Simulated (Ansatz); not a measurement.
Run this with Ansatz 0.2.0 through its Python package and show what comes out.

Contents of `ch4bfssi.xyz`:
```text
9

F     1.22200   -2.16060    0.28190
B     0.50290   -0.85160    0.08140
C     0.79680    0.53390   -0.71820
S    -0.50840    1.66590   -0.41940
Si   -1.15900   -0.06080    0.63900
H     1.76130    1.00190   -0.30860
H     0.96600    0.33560   -1.78690
H    -2.29400   -0.70370    0.06330
H    -1.19890    0.19310    2.15050
```

The script, `energy.py`:
```python
'''Single point of CH4BFSSi.'''

import argparse
import warnings

import ansatz as az

parser = argparse.ArgumentParser(description='Single point of CH4BFSSi.')
parser.add_argument('--basis-set', default='6-31G*', help='basis')
args = parser.parse_args()

warnings.simplefilter('ignore', az.DeckWarning)

ch4bfssi = az.Crystal.molecule_from_extxyz('ch4bfssi.xyz')

model = (
    ch4bfssi.calculation()
    .basis(gaussian=args.basis_set)
    .functional(az.LibraryFunctional('B97'))
)
r = model.session().plan(threads=1).execute().report

print(f'E = {r["free_energy_ev"]:.6f} eV = {r["free_energy_ev"] / 27.211386246:.7f} Ha')
print('converged:', r['converged'], ' doubts:', r['published_state_doubts'] or 'none')
```

Running `python energy.py` prints:
```text
E = -23203.433486 eV = -852.7104528 Ha
converged: True  doubts: none
```

These settings explore the input space; basis and method may be short of convergence. The geometry is a force-field or estimated start, not a minimum of this method, and the basis set is short of its limit. The whole script took 9 s on 1 thread of Arm Neoverse V1 (shared host), peak memory 0.27 GiB.

(A comment or docstring line of the script was reworded after the run, the code is as it ran; lines on the test bed's own set-up are left out of the output.)
